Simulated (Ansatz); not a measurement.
# C2H9NOSiZn: how energies converge with the basis set

An exercise on one series of results from a longer session: the logs are not shown, and one member is left open.

Computed with Ansatz 0.2.0, Gaussian basis. Level: one geometry, several basis sets.

Levels to be run: PBE0-D4/def2-SVP; ωB97M-V/def2-SVP; PBE0-D4/def2-QZVPP; ωB97M-V/def2-QZVPP; the functionals' def2-TZVPP values are taken from earlier runs.

### The relaxed structure

The geometry comes from an earlier relaxation with PBE0-D4 in a triple-zeta def2 set; it is a stationary point, not always the lowest conformer.

SMILES `C[N](C)[Zn][O][SiH3]`, 15 atoms, charge 0, spin multiplicity 1.

Atoms are counted from 1 here; the program's logs count them from 0.

Bond lengths: C1–N2 1.438 Å, C1–H7 1.093 Å, C1–H8 1.101 Å, C1–H9 1.102 Å, N2–C3 1.439 Å, N2–Zn4 1.796 Å, C3–H10 1.102 Å, C3–H11 1.101 Å, C3–H12 1.093 Å, Zn4–O5 1.762 Å, O5–Si6 1.621 Å, Si6–H13 1.494 Å, Si6–H14 1.489 Å, Si6–H15 1.491 Å. Angles: N2–C1–H7 111.6°, N2–C1–H8 111.2°, N2–C1–H9 112.4°, H7–C1–H8 107.2°, H7–C1–H9 107.4°, H8–C1–H9 106.9°, C1–N2–C3 112.6°, C1–N2–Zn4 123.3°, C3–N2–Zn4 123.2°, N2–C3–H10 112.3°, N2–C3–H11 111.2°, N2–C3–H12 111.6°, H10–C3–H11 106.9°, H10–C3–H12 107.4°, H11–C3–H12 107.2°, N2–Zn4–O5 176.0°, Zn4–O5–Si6 142.5°, O5–Si6–H13 112.0° and more.

Set-up of the first run:

Contents of in.yaml:

```yaml
crystal:
  periodic: [false, false, false]
  atoms:
    - {symbol: C, position_ang: [-0.109134, -2.170453, 0.988193]}
    - {symbol: N, position_ang: [0.500317, -1.174566, 0.148046]}
    - {symbol: C, position_ang: [1.923426, -1.347387, 0.028894]}
    - {symbol: Zn, position_ang: [-0.368006, 0.280732, -0.446920]}
    - {symbol: O, position_ang: [-1.253061, 1.642848, -1.129451]}
    - {symbol: Si, position_ang: [-1.615200, 3.200825, -0.869219]}
    - {symbol: H, position_ang: [-1.191424, -2.034127, 1.052459]}
    - {symbol: H, position_ang: [0.067973, -3.184282, 0.596315]}
    - {symbol: H, position_ang: [0.286869, -2.150599, 2.016648]}
    - {symbol: H, position_ang: [2.436633, -1.280572, 1.002068]}
    - {symbol: H, position_ang: [2.170559, -2.332619, -0.396563]}
    - {symbol: H, position_ang: [2.366249, -0.593056, -0.626105]}
    - {symbol: H, position_ang: [-1.602824, 3.542370, 0.585237]}
    - {symbol: H, position_ang: [-2.972969, 3.499557, -1.401264]}
    - {symbol: H, position_ang: [-0.639397, 4.101318, -1.548309]}
basis:
  gaussian: {orbitals: def2-SVP}
hamiltonian: {xc: pbe0, dispersion: d4}
output: {orbitals: {seedname: orbitals}}
```

Command:

```console
> ansatz run in.yaml --threads 2 --pin off --events-out ev --progress --plain --max-ram 22528MiB --backend cpu
```

Steps of the session up to this table: PBE0-D4 in def2-SVP; ωB97M-V in def2-SVP; PBE0-D4 in def2-QZVPP; ωB97M-V in def2-QZVPP.

One of the session's tables, all rows but one given; the rest of the session is left out.

| functional | basis | HOMO (eV) |
| --- | --- | --- |
| PBE0-D4 | def2-SVP | ? |
| PBE0-D4 | def2-TZVPP | -6.03 |
| PBE0-D4 | def2-QZVPP | -6.03 |
| ωB97M-V | def2-SVP | -8.09 |
| ωB97M-V | def2-TZVPP | -8.33 |
| ωB97M-V | def2-QZVPP | -8.34 |

Q: Estimate the row for PBE0-D4, def2-SVP from the others.

As computed: HOMO (eV): -5.79. In the column «HOMO (eV)» it is the highest.
